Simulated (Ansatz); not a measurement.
# CHGa2: the cost of one run

Program: Ansatz 0.2.0, Gaussian basis. Level of theory: the settings change from run to run. These are calculated values, not measurements.

33 further runs of the same task are left out: 2 for a known fault of the program, 20 that didn't finish, 11 set aside as unsound or not needed. Runs told in other sessions of the task aren't counted.

## 1. The system

The geometry is a PBE0/def2-TZVP stationary point (not a proven minimum) of the parent state, kept for this charge and spin. No spin-orbit coupling is included. The filled d shell of Ga may be among the frozen orbitals whatever the setting's name suggests.

4 atoms, charge 1, spin multiplicity 3.

Atoms are counted from 1 here; the program's logs count them from 0.

Bond lengths: C1–Ga2 1.972 Å, Ga2–Ga3 2.656 Å, Ga2–H4 1.985 Å, Ga3–H4 1.826 Å. Angles: C1–Ga2–Ga3 152.3°, C1–Ga2–H4 108.9°, Ga3–Ga2–H4 43.4°, Ga2–Ga3–H4 48.3°, Ga2–H4–Ga3 88.3°.

## 2. MP2 on ROHF/cc-pVDZ

File in.yaml:

```yaml
crystal:
  periodic: [false, false, false]
  atoms:
    - {symbol: C, position_ang: [0.000000, 0.562501, 2.898860]}
    - {symbol: Ga, position_ang: [0.000000, -0.184109, 1.073946]}
    - {symbol: Ga, position_ang: [0.000000, 0.068259, -1.569961]}
    - {symbol: H, position_ang: [0.000000, 1.310927, -0.231782]}
basis:
  gaussian: {orbitals: cc-pVDZ}
total_charge: 1
magnetization: {spin_polarized: false, initial_magnetization: 2}
correlation: {method: mp2, electrons: outside_noble_gas}
accuracy: high
```

On the command line:

```console
$ ansatz run in.yaml --threads 1 --pin off --events-out ev --progress --plain --max-ram 2393MiB
```

What time and memory should one allow on 1 thread of Arm Neoverse V1, shared host?

About 25 s, with a peak of 0.29 GiB.
